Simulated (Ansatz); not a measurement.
**C₃H₈BCl: a ladder of functionals and wavefunction methods**

The task here is to estimate one member of a computed series from the others.

The runs use Ansatz 0.2.0, Gaussian basis; functionals in def2-TZVPP, the program's frozen cores in correlated methods.

Levels to be run: PBE-D4, r2SCAN-D4, PBE0-D4, B3LYP-D4, ωB97X-V, ωB97M-V, B2PLYP; CCSD(T)/def2-TZVPP; MP2/def2-QZVPP; extrapolation to the limit.

## The geometry

An earlier PBE0-D4 in a triple-zeta def2 set relaxation fixed the geometry.

SMILES `BC(Cl)CC`, 13 atoms, charge 0, spin multiplicity 1.

Atoms are counted from 1 here; the program's logs count them from 0.

Bond lengths: B1–C2 1.558 Å, B1–H6 1.196 Å, B1–H7 1.193 Å, C2–Cl3 1.857 Å, C2–C4 1.501 Å, C2–H8 1.089 Å, C4–C5 1.524 Å, C4–H9 1.093 Å, C4–H10 1.094 Å, C5–H11 1.092 Å, C5–H12 1.091 Å, C5–H13 1.093 Å. Angles: C2–B1–H6 118.2°, C2–B1–H7 120.1°, H6–B1–H7 121.5°, B1–C2–Cl3 76.8°, B1–C2–C4 122.8°, B1–C2–H8 118.1°, Cl3–C2–C4 111.9°, Cl3–C2–H8 104.8°, C4–C2–H8 113.6°, C2–C4–C5 109.4°, C2–C4–H9 109.2°, C2–C4–H10 110.7°, C5–C4–H9 110.0°, C5–C4–H10 110.0°, H9–C4–H10 107.5°, C4–C5–H11 111.1°, C4–C5–H12 110.6°, C4–C5–H13 111.5° and more.

As a file:

```xyz
13
charge 0, multiplicity 1
B     0.5388   -1.0140    1.4838
C    -0.4088    0.0019    0.7788
Cl   -0.0094    0.8394    2.3872
C     0.0154    0.8264   -0.4018
C    -0.1959    0.0246   -1.6800
H     1.7082   -0.9558    1.2425
H     0.0837   -1.8856    2.1597
H    -1.4812   -0.1828    0.8192
H     1.0707    1.0907   -0.2958
H    -0.5545    1.7594   -0.4472
H     0.3958   -0.8938   -1.6701
H     0.1030    0.6081   -2.5527
H    -1.2452   -0.2531   -1.8089
```

The first run:

Input file in.yaml:

```yaml
crystal:
  periodic: [false, false, false]
  atoms:
    - {symbol: B, position_ang: [0.538768, -1.014043, 1.483799]}
    - {symbol: C, position_ang: [-0.408789, 0.001933, 0.778797]}
    - {symbol: Cl, position_ang: [-0.009433, 0.839414, 2.387239]}
    - {symbol: C, position_ang: [0.015410, 0.826372, -0.401800]}
    - {symbol: C, position_ang: [-0.195863, 0.024582, -1.679987]}
    - {symbol: H, position_ang: [1.708240, -0.955810, 1.242480]}
    - {symbol: H, position_ang: [0.083693, -1.885628, 2.159746]}
    - {symbol: H, position_ang: [-1.481243, -0.182838, 0.819209]}
    - {symbol: H, position_ang: [1.070716, 1.090686, -0.295753]}
    - {symbol: H, position_ang: [-0.554519, 1.759392, -0.447237]}
    - {symbol: H, position_ang: [0.395758, -0.893801, -1.670119]}
    - {symbol: H, position_ang: [0.102969, 0.608083, -2.552661]}
    - {symbol: H, position_ang: [-1.245207, -0.253145, -1.808913]}
basis:
  gaussian: {orbitals: def2-TZVPP}
hamiltonian: {xc: pbe, dispersion: d4}
output: {forces: true, orbitals: {seedname: orbitals}}
```

The run is started by

```sh
ansatz run in.yaml --threads 4 --pin off --events-out ev --progress --plain --max-ram 10444MiB
```

Steps of the session up to this table: PBE-D4 (GGA); r2SCAN-D4 (meta-GGA); PBE0-D4 (hybrid); B3LYP-D4 (hybrid); ωB97X-V (range-separated); ωB97M-V (range-separated); B2PLYP (double hybrid); CCSD(T) in def2-TZVPP; MP2 in def2-QZVPP.

One of the session's tables, all rows but one given; the rest of the session is left out.

| method | atomisation energy (eV) |
| --- | --- |
| PBE-D4 | 51.279 |
| r2SCAN-D4 | 50.582 |
| PBE0-D4 | 50.739 |
| B3LYP-D4 | ? |
| ωB97X-V | 50.363 |
| ωB97M-V | 50.511 |
| B2PLYP | 49.819 |
| HF/def2-TZVPP | 38.232 |
| MP2/def2-TZVPP | 49.778 |
| CCSD/def2-TZVPP | 48.499 |
| CCSD(T)/def2-TZVPP | 49.146 |
| MP2/CBS | 50.824 |
| CCSD(T)/CBS | 50.193 |

Estimate the missing values for B3LYP-D4.

The run gave: atomisation energy (eV): 50.330. In the column «atomisation energy (eV)» it lies between CCSD(T)/CBS (50.193) and ωB97X-V (50.363).
